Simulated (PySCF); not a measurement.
# SiBr+: bond curves at several levels of theory

An exercise on one series of results from a longer session: the logs are not shown, and one member is left open.

Computed with PySCF 2.14.0. Level: Si def2-SVP, Br def2-SVP, no relativity.

The first run:

The job is set up so:

- atoms: Si, Br
- charge: 1
- basis: Si def2-SVP, Br def2-SVP
- Hamiltonian: no relativity
- basis functions: 50
- electrons treated: 48
- masses in u: 27.9769, 78.9183
- levels: PBE0, PBE, r²SCAN, M06, LDA, PW91, HSE06, HF, MP2, SCS-MP2, CCSD, CCSD(T)
- grid: 80 radial by 434 angular points
- occupations: held fixed by the projection of orbital angular momentum
- dissociation limit: Si+ + Br, each in its ground configuration
- starting distance in angstrom: 2.330
- values of 2S to try: 0, 2

On the command line:

```
$ OMP_NUM_THREADS=1 python dia.py task.json out
```

Among the steps run: Input; PBE0 along the bond; Higher solutions at PBE0; PBE (GGA); r²SCAN; M06 (hybrid meta-GGA); LDA; PW91; HSE06 (range-separated hybrid); RHF (mean field); MP2 and coupled cluster.

One table of the session follows, with a row left open; its other results are not shown here.

Energy (eV) from each level's lowest point:

| R (Å) | RHF | RHF-MP2 | RHF-SCS-MP2 | RHF-CCSD | RHF-CCSD(T) |
| --- | --- | --- | --- | --- | --- |
| 1.827 | 1.426 | 1.470 | 1.480 | n/a | n/a |
| 1.913 | 0.609 | 0.639 | 0.646 | 0.646 | 0.674 |
| 1.998 | 0.173 | 0.190 | 0.194 | 0.195 | 0.212 |
| 2.061 | ? | ? | ? | ? | ? |
| 2.125 | 0.000 | 0.000 | 0.000 | 0.000 | 0.000 |
| 2.189 | 0.061 | 0.054 | 0.051 | 0.050 | 0.040 |
| 2.274 | 0.243 | 0.229 | 0.222 | 0.219 | 0.195 |
| 2.380 | 0.580 | 0.560 | 0.547 | 0.540 | 0.495 |
| 2.507 | 1.076 | 1.054 | 1.030 | 1.014 | 0.943 |
| 2.678 | 1.798 | 1.779 | 1.735 | n/a | n/a |

Q: Estimate the row for R (Å) = 2.061 from the others.

Worked estimate for «RHF». A straight line through the neighbours (1.998, 0.173) and (2.125, 0.000) gives 0.173 + (0.000 − 0.173) × (2.061 − 1.998) / (2.125 − 1.998) = 0.087; a parabola fitted to 4 rows on both sides gives 0.023.

As computed: RHF: 0.028; RHF-MP2: 0.036; RHF-SCS-MP2: 0.038; RHF-CCSD: 0.039; RHF-CCSD(T): 0.048. In «RHF» the line misses by +0.059 and the parabola by -0.005.

State 2 has its PBE0 minimum 3.35 eV higher. The other levels ran on the lowest alone.
